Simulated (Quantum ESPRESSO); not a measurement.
# HfB in Quantum ESPRESSO: the effect of functional

HfB:

```
Hf B
1.0
     0.00000    2.31000    2.31000
     2.31000    0.00000    2.31000
     2.31000    2.31000    0.00000
Hf B
1 1
Cartesian
  2.3100 2.3100 2.3100
  0.0000 0.0000 0.0000
```

Alike in all runs:

```yaml
Program: Quantum ESPRESSO 7.5
Task: phonon dispersion
Cutoff: 612 eV
Density_cutoff: 4898 eV
k_mesh: 8 × 8 × 8
Occupations: cold, width 0.2 eV
Spin: no spin polarisation
```

Each run relaxes the cell or the atoms first.

```csv
functional,potentials or basis,relaxed volume (Å³/atom),highest phonon frequency (cm⁻¹)
LDA,GBRV 1.5 LDA,13.45,575
PBE,GBRV 1.5 PBE,?,?
PBEsol,GBRV 1.5 PBEsol,13.77,563
```

**Question.** What does the run with functional PBE give?

**Answer.** Relaxed volume 14.15 Å³/atom; highest phonon frequency 549 cm⁻¹.

Caveats: the mesh is thin for the phonons of a metal.
